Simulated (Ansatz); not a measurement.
# C2H3NTe: a ladder of functionals and wavefunction methods

One table from this session's results is given with a row withheld; the runs are named, their logs left out.

Method: functionals in def2-TZVPP, the program's frozen cores in correlated methods; program: Ansatz 0.2.0, Gaussian basis.

The runs, in order: LDA (SPW92), PBE-D4, revPBE-D4, BLYP-D4, r2SCAN-D4, B97M-V, PBE0-D4, B3LYP-D4, r2SCANh-D4, r2SCAN0-D4, HSE06-D4, BHLYP-D4, CAM-B3LYP-D4, LC-ωPBE, ωB97X-V, ωB97M-V, B2PLYP, PBE-QIDH; CCSD(T)/def2-SVP; CCSD(T)/def2-TZVPP; MP2/def2-QZVPP; extrapolation to the limit; RPA on PBE.

## Structure used throughout

The geometry comes from an earlier relaxation with PBE0-D4 in a triple-zeta def2 set; it is a stationary point, not always the lowest conformer. Te takes the def2 core potential; no spin-orbit term is included.

7 atoms, charge 0, spin multiplicity 1.

Atoms are counted from 1 here; the program's logs count them from 0.

Bond lengths: Te1–C2 2.060 Å, Te1–H5 1.656 Å, C2–N3 1.251 Å, C2–C4 1.447 Å, N3–C4 1.520 Å, C4–H6 1.086 Å, C4–H7 1.086 Å. Angles: C2–Te1–H5 91.6°, Te1–C2–N3 139.8°, Te1–C2–C4 152.1°, N3–C2–C4 68.1°, C2–N3–C4 62.1°, C2–C4–N3 49.8°, C2–C4–H6 120.2°, C2–C4–H7 120.2°, N3–C4–H6 116.7°, N3–C4–H7 116.7°, H6–C4–H7 116.2°.

The first run:

in.yaml

```yaml
crystal:
  periodic: [false, false, false]
  atoms:
    - {symbol: Te, position_ang: [-2.110473, 0.186563, -0.941735]}
    - {symbol: C, position_ang: [-0.412722, -0.379247, 0.079044]}
    - {symbol: N, position_ang: [-0.013342, -1.291270, 0.836938]}
    - {symbol: C, position_ang: [0.966040, -0.186283, 0.474208]}
    - {symbol: H, position_ang: [-1.354189, 1.529779, -1.546806]}
    - {symbol: H, position_ang: [1.214921, 0.523035, 1.258684]}
    - {symbol: H, position_ang: [1.770963, -0.450579, -0.206032]}
basis:
  gaussian: {orbitals: def2-TZVPP}
hamiltonian: {xc: lda}
output: {orbitals: {seedname: orbitals}}
```

Launch:

```console
ansatz run in.yaml --threads 2 --pin off --events-out ev --progress --plain --max-ram 4352MiB
```

Steps of the session up to this table: LDA; PBE-D4 (GGA); revPBE-D4 (GGA); BLYP-D4 (GGA); r2SCAN-D4 (meta-GGA); B97M-V (meta-GGA); B3LYP-D4 (hybrid); r2SCANh-D4 (hybrid); r2SCAN0-D4 (hybrid); HSE06-D4 (hybrid); BHLYP-D4 (hybrid); CAM-B3LYP-D4 (range-separated); LC-ωPBE (range-separated); ωB97X-V (range-separated); ωB97M-V (range-separated); B2PLYP (double hybrid); PBE-QIDH (double hybrid).

One table of the session follows, with a row left open; its other results are not shown here.

It belongs to the step «Frontier levels by functional». 

```
  functional  HOMO (eV)  gap (eV)
 LDA (SPW92)      -6.03      3.78
      PBE-D4      -5.86      3.78
   revPBE-D4      -5.81      3.79
     BLYP-D4      -5.70      3.69
   r2SCAN-D4      -6.09      4.18
      B97M-V          ?         ?
     PBE0-D4      -6.88      5.61
    B3LYP-D4      -6.67      5.16
  r2SCANh-D4      -6.47      4.86
  r2SCAN0-D4      -7.04      5.87
    HSE06-D4      -6.49      4.85
    BHLYP-D4      -7.75      7.32
CAM-B3LYP-D4      -8.09      7.83
     LC-ωPBE      -9.37     10.27
     ωB97X-V      -9.04      9.81
     ωB97M-V      -8.94      9.52
```

**Question.** Estimate the row for B97M-V.

As computed: HOMO (eV): -6.05; gap (eV): 4.14. In the column «HOMO (eV)» it lies between r2SCAN-D4 (-6.09) and LDA (SPW92) (-6.03).
